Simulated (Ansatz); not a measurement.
AgRh in Ansatz: the effect of functional

AgRh:

```
Ag Rh
1.0
     2.75895    0.00000    0.00000
    -1.37947    2.38932    0.00000
     0.00000    0.00000    4.77633
Ag Rh
1 1
Direct
  0.00000 0.00000 0.50000
  0.66667 0.33333 0.00000
```

The cell comes from a database or a generator and needn't be the stable form of this composition.

The cell isn't the ideal one: volume scaled by 0.98.

Alike in all runs:

| Item | Value |
| --- | --- |
| Program | Ansatz 0.2.0 |
| Task | single point |
| Potentials or basis | Ansatz PAW |
| k mesh | 11 × 11 × 6 |
| Occupations | fermi-dirac, width 0.05 eV |
| Spin | no spin polarisation |

```tsv
functional	cutoff	pressure (GPa)
LDA	420 eV (not typed: the program's choice for these potentials)	-13.0
r2SCAN	500 eV (not typed: the program's choice for these potentials)	-3.6
PBE	420 eV (not typed: the program's choice for these potentials)	?
```

Q: What does the run with functional PBE give?

A: Pressure 0.8 GPa.

Caveats: the PAW data sets come from PBE, with cores solved anew for the run's functional, which leaves a small shift of forces and pressure (some runs).
